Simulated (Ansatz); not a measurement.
**InSe2: convergence and cost**

One table from this session's results is given with a row withheld; the runs are named, their logs left out.

Method: DFT PBE, scalar-relativistic, plane waves, PAW for the base; runs at other levels say so in their headings and inputs, in Ansatz 0.2.0.

1 further run of the same task is left out (set aside as unsound or not needed).

### The structure to begin with

The structure is tetragonal, space group P4/nmm (No. 129). Conventional cell: a = 3.895 Å, b = 3.895 Å, c = 9.626 Å, α = 90.00°, β = 90.00°, γ = 90.00°. In (site symmetry 4mm) is surrounded by 4 Se at 2.84 Å. Se (site symmetry 4mm) has 4 In at 2.84 Å as nearest neighbours. Se (site symmetry -4m2) has 4 Se at 2.75 Å as nearest neighbours.

Coordinates:

```cif
data_structure
_symmetry_space_group_name_H-M 'P 1'
_symmetry_Int_Tables_number 1
_cell_length_a 3.8949
_cell_length_b 3.8949
_cell_length_c 9.6262
_cell_angle_alpha 90.000
_cell_angle_beta 90.000
_cell_angle_gamma 90.000
_cell_volume 146.03
loop_
_atom_site_label
_atom_site_type_symbol
_atom_site_fract_x
_atom_site_fract_y
_atom_site_fract_z
_atom_site_occupancy
In1 In 0.00000 0.50000 0.70647 1
In2 In 0.50000 0.00000 0.29353 1
Se1 Se 0.00000 0.50000 0.36621 1
Se2 Se 0.50000 0.00000 0.63379 1
Se3 Se 0.00000 0.00000 0.00000 1
Se4 Se 0.50000 0.50000 0.00000 1
```

The structure comes from the Materials Project (structure only); it is used as listed.

### The base input

File input.yaml:

```yaml
crystal:
  lattice:
    - [3.894893, 0.0, 0.0]
    - [0.0, 3.894893, 0.0]
    - [0.0, 0.0, 9.626231]
  atoms:
    - { symbol: In, position: [0.0, 0.5, 0.706468] }
    - { symbol: In, position: [0.5, 0.0, 0.293532] }
    - { symbol: Se, position: [0.0, 0.5, 0.366212] }
    - { symbol: Se, position: [0.5, 0.0, 0.633788] }
    - { symbol: Se, position: [0.0, 0.0, 0.0] }
    - { symbol: Se, position: [0.5, 0.5, 0.0] }
basis:
  ecutwfc: 420
kpoints:
  mp_grid: { grid: [10, 10, 4] }
hamiltonian:
  xc: pbe
scf:
  occupations: { method: gaussian, width: 0.1 }
output:
  forces: true
  stress: true
  eigenvalues: true
  populations: true
```

It was run beforehand and gave: -5512.1914 eV/atom at zero smearing, pressure -0.10 GPa, largest force 0.055 eV/Å, no gap on the mesh, in 9 SCF cycles and 42 s.

Set-up of the first run:

File input.yaml:

```yaml
crystal:
  lattice:
    - [3.894893, 0.0, 0.0]
    - [0.0, 3.894893, 0.0]
    - [0.0, 0.0, 9.626231]
  atoms:
    - { symbol: In, position: [0.0, 0.5, 0.706468] }
    - { symbol: In, position: [0.5, 0.0, 0.293532] }
    - { symbol: Se, position: [0.0, 0.5, 0.366212] }
    - { symbol: Se, position: [0.5, 0.0, 0.633788] }
    - { symbol: Se, position: [0.0, 0.0, 0.0] }
    - { symbol: Se, position: [0.5, 0.5, 0.0] }
basis:
  ecutwfc: 420
kpoints:
  mp_grid: { grid: [10, 10, 4] }
hamiltonian:
  xc: lda
scf:
  occupations: { method: gaussian, width: 0.1 }
output:
  forces: true
  stress: true
  eigenvalues: true
relax:
  adjacent_minimum: "off"
  f_tol: 0.01
  max_steps: 60
  cell: { stress_tol: 0.05 }
```

The run is started by

```console
> ansatz run input.yaml --threads 1 --pin off --max-ram 2560MiB --backend cpu --events-out ev --progress --plain --runs-dir out
```

Among the steps run: Relaxing with functional LDA; Relaxing with functional PBEsol; Relaxing with functional PBE; Relaxing with functional r2SCAN.

One of the session's tables, all rows but one given; the rest of the session is left out.

| functional | a (Å) | c (Å) | volume (Å³/atom) |
| --- | --- | --- | --- |
| LDA | 3.808 | 9.217 | 22.27 |
| PBEsol | 3.833 | 9.341 | 22.87 |
| PBE | 3.887 | 9.733 | 24.51 |
| r2SCAN | ? | ? | ? |

Q: Estimate the row for r2SCAN from the others.

The run gave: a (Å): 3.861; c (Å): 9.552; volume (Å³/atom): 23.73. In the column «a (Å)» it lies between PBEsol (3.833) and PBE (3.887).

Times: CPU seconds on a shared machine, a rough guide.

Caveats from the session: The final runs have no spin polarisation, so no magnetic state was tried and one may lie lower.
